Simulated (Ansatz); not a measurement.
# SnH4 + HO2 radical: a complex and its separated parts

The complex below is one end of an elementary step. How strongly is it bound against its free parts?

Computed with Ansatz 0.2.0, Gaussian basis. Level: PBE0-D4/def2-TZVP structures, single points in def2-TZVPP, no counterpoise correction.

Levels: SPW92, PBE-D4, BLYP-D4, r2SCAN-D4, B97M-V, PBE0-D4, B3LYP-D4, r2SCAN0-D4, BHLYP-D4, CAM-B3LYP-D4, wB97X-V, wB97M-V, B2PLYP, PBE-QIDH, RPA on PBE, Hartree-Fock, MP2, CCSD, CCSD(T).

Cores are frozen in the correlated methods. Filled d shells of the heavier atoms are correlated. Core potentials replace the inner electrons past krypton, and spin-orbit coupling is left out. Orbitals are unrestricted. B3LYP uses VWN-RPA correlation. B2PLYP carries no dispersion term here.

88 further runs of the same task are left out: 88 set aside as unsound or not needed. Runs told in other sessions of the task aren't counted.

## (1) The system as given

The complex: 8 atoms, charge 0, spin multiplicity 2.

Atoms are counted from 1 here; the program's logs count them from 0.

Bond lengths: H1–Sn2 1.728 Å, Sn2–H5 1.709 Å, Sn2–H6 1.698 Å, Sn2–H7 1.698 Å, O3–O4 1.302 Å, O4–H8 0.989 Å. Angles: H1–Sn2–H5 104.5°, H1–Sn2–H6 110.0°, H1–Sn2–H7 110.0°, H5–Sn2–H6 109.7°, H5–Sn2–H7 109.7°, H6–Sn2–H7 112.7°, O3–O4–H8 104.8°.

As a file:

```xyz
8
charge 0, multiplicity 2
H    -0.2339    0.9534    0.6723
Sn    1.1586    0.1113    0.0920
O    -1.5942   -1.0214   -0.7406
O    -2.3941   -0.1788   -0.1520
H     2.4828    0.9891    0.7209
H     1.1774   -1.4705    0.7078
H     1.1982    0.1554   -1.6045
H    -1.7947    0.4614    0.3042
```

Its parts: SnH4 holds atoms 1, 2, 5, 6, 7; HO2 radical holds atoms 3, 4, 8. Each part counts its atoms afresh in its own runs.

## (2) Relaxing SnH4 alone

relax-a/in.yaml reads:

```yaml
crystal:
  periodic: [false, false, false]
  atoms:
    - {symbol: H, position_ang: [-0.233868, 0.953439, 0.672296]}
    - {symbol: Sn, position_ang: [1.158566, 0.111333, 0.091973]}
    - {symbol: H, position_ang: [2.482776, 0.989091, 0.720898]}
    - {symbol: H, position_ang: [1.177376, -1.470486, 0.707810]}
    - {symbol: H, position_ang: [1.198174, 0.155369, -1.604539]}
basis:
  gaussian: {orbitals: def2-TZVP}
hamiltonian: {xc: pbe0, dispersion: d4}
relax: {f_tol: 0.005, max_steps: 200}
```

On the command line:

```
ansatz run in.yaml --threads 4 --pin off --events-out ev --progress --plain --max-ram 9574MiB
```

After this run come: Relaxing HO2 radical alone; SPW92/def2-TZVPP; PBE-D4/def2-TZVPP; BLYP-D4/def2-TZVPP; r2SCAN-D4/def2-TZVPP; B97M-V/def2-TZVPP; PBE0-D4/def2-TZVPP; B3LYP-D4/def2-TZVPP; r2SCAN0-D4/def2-TZVPP; BHLYP-D4/def2-TZVPP; CAM-B3LYP-D4/def2-TZVPP; wB97X-V/def2-TZVPP; wB97M-V/def2-TZVPP; B2PLYP/def2-TZVPP; PBE-QIDH/def2-TZVPP; RPA on PBE/def2-TZVPP; CCSD(T)/def2-TZVPP; MP2/def2-QZVPP; Vibrations of SnH4; Vibrations of HO2 radical.

Q: Predict the outcome of this session. Wanted: complex less parts, CCSD(T)/def2-TZVPP; with zero-point energy; largest T1 diagnostic.

As calculated:

```
                              quantity         value
complex less parts, CCSD(T)/def2-TZVPP  -15.0 kJ/mol
                with zero-point energy   -8.3 kJ/mol
                 largest T1 diagnostic         0.032
```

At CCSD(T) the complex lies 15.0 kJ/mol below its parts. The functionals run from BHLYP-D4, off by +0.2 kJ/mol, to SPW92, off by -23.6 kJ/mol, against CCSD(T). By rung, the mean size of the error is: LDA 23.6, GGA 7.6, meta-GGA 5.9, hybrid 2.3, range-separated hybrid 2.7, double hybrid 1.2 kJ/mol. The double hybrids carry no dispersion term here, unlike the levels marked D4 or V. PBE-D4 gives a relative energy 9.4 kJ/mol too low, outside chemical accuracy (1 kcal/mol, 4.2 kJ/mol). No counterpoise was applied, and triple zeta lacks some correlation, so the CCSD(T) reference has a basis error of its own, and close matches with it are partly luck.
